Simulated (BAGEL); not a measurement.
# HF/STO-3G (density fitting with qzvpp-jkfit) run of GaH5S (SMILES [SH2+][GaH3-])

What is the energy change on altering one bond length of GaH5S at HF/STO-3G (density fitting with qzvpp-jkfit)? 

The calculation is run with BAGEL 1.2.2.

6 further runs of the same task are left out: 5 that didn't finish, 1 set aside as unsound or not needed.

### 1 The molecule

GaH5S has 7 atoms, charge 0, and is taken as a singlet. SMILES: `[SH2+][GaH3-]`. The shape is that of a PBE0-D4/def2-TZVP optimisation.

Bond lengths: S1–Ga2 2.599 Å, S1–H3 1.343 Å, S1–H4 1.343 Å, Ga2–H5 1.574 Å, Ga2–H6 1.574 Å, Ga2–H7 1.576 Å. Angles: S1–Ga2–H5 94.8°, S1–Ga2–H6 94.9°, S1–Ga2–H7 97.5°, Ga2–S1–H3 97.6°, Ga2–S1–H4 97.6°, H5–Ga2–H6 119.2°, H5–Ga2–H7 118.9°, H6–Ga2–H7 118.9°, H3–S1–H4 92.7°.

### 2 The energy at HF/STO-3G (density fitting with qzvpp-jkfit)

input.json

```json
{ "bagel" : [

{
  "title" : "molecule",
  "basis" : "sto-3g",
  "df_basis" : "qzvpp-jkfit",
  "angstrom" : true,
  "geometry" : [
    { "atom" : "S", "xyz" : [      -0.794500,      -1.301600,       0.079900 ] },
    { "atom" : "Ga", "xyz" : [       0.181600,       1.099400,      -0.113700 ] },
    { "atom" : "H", "xyz" : [      -0.081600,      -1.698200,       1.147200 ] },
    { "atom" : "H", "xyz" : [       0.042100,      -1.903600,      -0.781700 ] },
    { "atom" : "H", "xyz" : [      -0.401300,       1.363700,      -1.552200 ] },
    { "atom" : "H", "xyz" : [      -0.587500,       1.657800,       1.141400 ] },
    { "atom" : "H", "xyz" : [       1.702400,       0.714400,       0.033400 ] }
  ]
},

{ "title" : "hf" },

{ "title" : "print", "file" : "orbitals.molden", "orbitals" : true }

]}
```

Started as:

```bash
$ BAGEL_NUM_THREADS=1 BAGEL input.json > input.out
```

What it wrote:

```text
* using 1 threads per process

  ===============================================================
  ===============================================================

  *** Geometry ***

  { "atom" : "S", "xyz" : [     -1.501387,     -2.459668,      0.150989 ] },
  { "atom" : "Ga", "xyz" : [      0.343174,      2.077565,     -0.214862 ] },
  { "atom" : "H", "xyz" : [     -0.154202,     -3.209133,      2.167894 ] },
  { "atom" : "H", "xyz" : [      0.079557,     -3.597283,     -1.477199 ] },
  { "atom" : "H", "xyz" : [     -0.758347,      2.577020,     -2.933233 ] },
  { "atom" : "H", "xyz" : [     -1.110214,      3.132788,      2.156933 ] },
  { "atom" : "H", "xyz" : [      3.217070,      1.350020,      0.063117 ] },

  Number of auxiliary basis functions:      484

  Since a DF basis is specified, we compute 2- and 3-index integrals:
    o Being stored without compression. Storage requirement is 0.004 GB

  Number of basis functions:       32
  Number of electrons      :       52

    * METHOD: MOLECULE                             0.14

  *** RHF ***

  === Nuclear Repulsion ===
   165.2677854440

      * DIIS with orbital gradients will be used.

  === RHF iteration (sto-3g) ===
      0      -2296.89662001          0.00655718           0.02
      1      -2296.92776627          0.00191836           0.02
      2      -2296.93063273          0.00043905           0.02
      3      -2296.93089113          0.00029648           0.02
      4      -2296.93112890          0.00014765           0.02
      5      -2296.93119973          0.00004299           0.02
      6      -2296.93120398          0.00001282           0.02
      7      -2296.93120425          0.00000538           0.02
      8      -2296.93120429          0.00000208           0.02
      9      -2296.93120430          0.00000145           0.02
     10      -2296.93120430          0.00000078           0.02
     11      -2296.93120431          0.00000026           0.02
     12      -2296.93120431          0.00000017           0.02
     13      -2296.93120431          0.00000009           0.02
     14      -2296.93120431          0.00000002           0.02
     15      -2296.93120431          0.00000001           0.02
    * SCF iteration converged.

    * Permanent dipole moment:
           (    0.110734,     1.744051,    -0.179264) a.u.

    * METHOD: HF                                   0.41

    * METHOD: PRINT                                0.00

  ===============================================================
```

It took 0.7 s on 1 thread of Arm Neoverse V2, shared host; peak memory 0.082 GiB.

### 3 The distorted shape

calc.json

```json
{ "bagel": [

{
  "title": "molecule",
  "basis": "sto-3g",
  "df_basis": "qzvpp-jkfit",
  "angstrom": true,
  "geometry": [
    { "atom": "S", "xyz": [   -2.011156,   -0.993596,   -0.037782 ] },
    { "atom": "Ga", "xyz": [   -1.035056,    1.407404,   -0.231382 ] },
    { "atom": "H", "xyz": [   -1.298256,   -1.390196,    1.029518 ] },
    { "atom": "H", "xyz": [   -1.174556,   -1.595596,   -0.899382 ] },
    { "atom": "H", "xyz": [   -1.617956,    1.671704,   -1.669882 ] },
    { "atom": "H", "xyz": [   -1.804156,    1.965804,    1.023718 ] },
    { "atom": "H", "xyz": [    1.702400,    0.714400,    0.033400 ] }
  ]
},
{ "title": "hf" },
{ "title": "print", "file": "orbitals.molden", "orbitals": true }

]}
```

Started as:

```bash
$ BAGEL_NUM_THREADS=1 BAGEL calc.json > calc.out
```

What it wrote:

```text
* using 1 threads per process

  ===============================================================
  ===============================================================

  *** Geometry ***

  { "atom" : "S", "xyz" : [     -3.800534,     -1.877624,     -0.071398 ] },
  { "atom" : "Ga", "xyz" : [     -1.955972,      2.659608,     -0.437249 ] },
  { "atom" : "H", "xyz" : [     -2.453348,     -2.627090,      1.945507 ] },
  { "atom" : "H", "xyz" : [     -2.219589,     -3.015239,     -1.699586 ] },
  { "atom" : "H", "xyz" : [     -3.057494,      3.159063,     -3.155620 ] },
  { "atom" : "H", "xyz" : [     -3.409361,      3.714831,      1.934547 ] },
  { "atom" : "H", "xyz" : [      3.217070,      1.350020,      0.063117 ] },

  Number of auxiliary basis functions:      484

  Since a DF basis is specified, we compute 2- and 3-index integrals:
    o Being stored without compression. Storage requirement is 0.004 GB

  Number of basis functions:       32
  Number of electrons      :       52

    * METHOD: MOLECULE                             0.14

  *** RHF ***

  === Nuclear Repulsion ===
   159.9061615517

      * DIIS with orbital gradients will be used.

  === RHF iteration (sto-3g) ===
      0      -2296.61816295          0.01023398           0.02
      1      -2296.69199088          0.00465271           0.02
      2      -2296.70319641          0.00142487           0.02
      3      -2296.70460831          0.00041562           0.02
      4      -2296.70487616          0.00031246           0.02
      5      -2296.70524095          0.00010554           0.02
      6      -2296.70527178          0.00004865           0.02
      7      -2296.70527705          0.00003258           0.02
      8      -2296.70528036          0.00001559           0.02
      9      -2296.70528115          0.00000720           0.02
     10      -2296.70528125          0.00000502           0.02
     11      -2296.70528132          0.00000264           0.02
     12      -2296.70528133          0.00000124           0.02
     13      -2296.70528134          0.00000064           0.02
     14      -2296.70528134          0.00000048           0.02
     15      -2296.70528134          0.00000030           0.02
     16      -2296.70528134          0.00000020           0.02
     17      -2296.70528134          0.00000014           0.02
     18      -2296.70528134          0.00000010           0.02
     19      -2296.70528134          0.00000007           0.02
     20      -2296.70528134          0.00000005           0.02
     21      -2296.70528134          0.00000003           0.02
     22      -2296.70528134          0.00000002           0.02
     23      -2296.70528134          0.00000001           0.02
     24      -2296.70528134          0.00000001           0.02
    * SCF iteration converged.

    * Permanent dipole moment:
           (    0.824243,     1.673812,    -0.122220) a.u.

    * METHOD: HF                                   0.59

    * METHOD: PRINT                                0.00

  ===============================================================
```

Run time: 0.9 s. Hardware: 1 thread of Arm Neoverse V2, shared host; peak memory 0.082 GiB.

### 4 Summary of results

At HF/STO-3G (density fitting with qzvpp-jkfit):

| quantity | value |
| --- | --- |
| first shape: total energy | -2296.93120 Eh |
| first shape: dipole moment | 4.47 D |
| first shape: HOMO energy | -5.77 eV |
| first shape: LUMO energy | 8.13 eV |
| first shape: HOMO–LUMO gap | 13.90 eV |
| distorted shape: total energy | -2296.70528 Eh |
| distorted shape: dipole moment | 4.75 D |
| distorted shape: HOMO energy | -4.54 eV |
| distorted shape: LUMO energy | 4.92 eV |
| distorted shape: HOMO–LUMO gap | 9.46 eV |
| energy change with the Ga2–H7 bond stretched from 1.576 to 2.836 Å | 6.148 eV |

One bond (distorted shape) is far stretched, which a spin-restricted single reference describes badly; a broken-symmetry solution may lie lower. With the Ga2–H7 bond stretched from 1.576 to 2.836 Å the energy rises by 6.15 eV (142 kcal/mol). The first shape isn't relaxed at this level, so the change isn't measured from a minimum. A restricted reference can't describe the breaking bond well at this length. The minimal basis adds a large error of its own.
